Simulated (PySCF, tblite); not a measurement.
**C4H8FO2 radical: geometry, infrared bands and EPR parameters**

Aim: predict the infrared bands and EPR parameters of C4H8FO2 radical (`COC[C](F)OC`).

Programs: tblite 0.8.0 and PySCF 2.14.0, with density-fitted response routines of our own. Each step states its level of theory. These are calculated values for one molecule in the gas phase, unless marked as measured. Atoms count from 0, in the outputs and in this text.

## Step 1: The starting structure

15 atoms, charge 0, multiplicity 2; geometry from: force field or distance geometry start.

Bonds of the start (Å): C0–O1 1.43, O1–C2 1.44, C2–C3 1.48, C3–F4 1.35, C3–O5 1.38, O5–C6 1.42, C0–H7 1.09, C0–H8 1.09, C0–H9 1.10, C2–H10 1.09, C2–H11 1.10, C6–H12 1.08, C6–H13 1.10, C6–H14 1.10.

## Step 2: Relaxing the molecule with GFN2-xTB

What the job is given:

```
{"job": {"kind": "relax", "xc": "GFN2-xTB", "basis": "xTB"}, "charge": 0, "multiplicity": 2}
C     -2.190500     0.354800     0.503300
O     -1.783800     0.332900    -0.863800
C     -0.472100     0.892800    -1.038700
C      0.594200    -0.067200    -0.693600
F      0.988700    -1.019400    -1.560100
O      1.181800     0.058500     0.550900
C      2.163700    -0.953300     0.752000
H     -3.206600    -0.044500     0.560200
H     -1.544300    -0.264100     1.130600
H     -2.223800     1.384300     0.883800
H     -0.387100     1.834600    -0.488600
H     -0.392200     1.134300    -2.104200
H      2.964500    -0.874700     0.028900
H      1.710500    -1.952300     0.715600
H      2.592500    -0.808700     1.752900
```

The run is started by

```
$ OMP_NUM_THREADS=1 python probes_run.py task.json out
```

The driver reads the jobs from task.json and runs them one after another.

**Question.** This job is followed by: GFN2-xTB harmonic vibrations, gas phase; UKS B3LYP, pcH-1 on C F H O, non-relativistic, mean-field spin-orbit, GIAO. Predict these results of the whole session: strongest single infrared mode (GFN2-xTB); zero-point energy (GFN2-xTB); g(iso) (B3LYP); ⟨S²⟩; largest a(iso) (averaged by class); potential on the surface of density 0.002 e/bohr³, 1st and 99th percentile.

As calculated:

| quantity | value |
| --- | --- |
| strongest single infrared mode (GFN2-xTB) | 1300 cm⁻¹, 132 km/mol |
| zero-point energy (GFN2-xTB) | 72.9 kcal/mol |
| g(iso) (B3LYP) | 2.00352 |
| ⟨S²⟩ | 0.753 (exact 0.75) |
| largest a(iso) (averaged by class) | 13C on C3, 272.6 MHz |
| potential on the surface of density 0.002 e/bohr³, 1st and 99th percentile | -1.53 V and 0.99 V |

Relaxing lowered the energy by 0.205 eV in 90 steps; the close pair that moved most is C3–O5, from 1.382 to 1.359 Å. No mode is imaginary among the 39: a minimum at this level. The strongest single mode, at 1300 cm⁻¹, has its largest shares on C3, H11 and O5 (the list is cut at 3 atoms). Unscaled tight-binding wavenumbers are off by several per cent, some by more. Its intensities can rank the bands wrongly. Most of the unpaired spin sits on C3 (0.79 e). The isotropic g lies 1.2 ppt above the free-electron value.
